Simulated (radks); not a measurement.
# W⁴⁺ in [Kr] 4d10 4f14 5p6 5d2 6d2: an all-electron calculation

Aim: the levels, the sizes of the orbitals and the parts of the energy of the tungsten ion W4+.

Program: radks (a radial shooting solver on a logarithmic mesh, Libxc functionals) version 1. Level of theory: Dirac Kohn-Sham, LDA (Slater exchange, Perdew-Wang correlation), spin-unpolarised, spherical densities, finite nucleus; open shells fill j = l - 1/2 first. These are calculated values, not measurements, unless marked.

### Step 1. What is computed

| Item | Value |
| --- | --- |
| element | tungsten (Z = 74) |
| charge | +4 |
| electrons | 70 |
| configuration | [Kr] 4d10 4f14 5p6 5d2 6d2 |
| nuclear rms radius | 5.3658 fm |

### Step 2. The run

Settings of this run:

```text
Z 74
configuration [Kr] 4d10 4f14 5p6 5d2 6d2 5s0 6p0
relativity Dirac
functional lda,pw
spin unpolarised
j_filling energy
nucleus finite rms 5.3658 fm
c 137.035999084
```

Command:

```
> python run_ks.py task.json out
```

The same process makes all the runs of this session.

Q: Predict the outcome of this run.

**Answer**, as computed:

```
                        quantity                   value
                    total energy     -16142.5936 hartree
exchange-correlation share of it                  1.94 %
                            −T/E                  1.1257
          highest occupied level       6d3/2, -24.463 eV
    most extended occupied level  6d3/2, <r> = 3.42 bohr
 radius at density 0.001 e/bohr³               4.80 bohr
    maxima of the radial density                       5
```

The radial density shows 5 maxima for 6 occupied principal shells; where shells overlap, one shows as a shoulder or not at all. Relativity lifts −T/E to 1.126. This is not the tabulated ground configuration, so its levels and sizes aren't those of the ground state, and no measured value stands beside it.
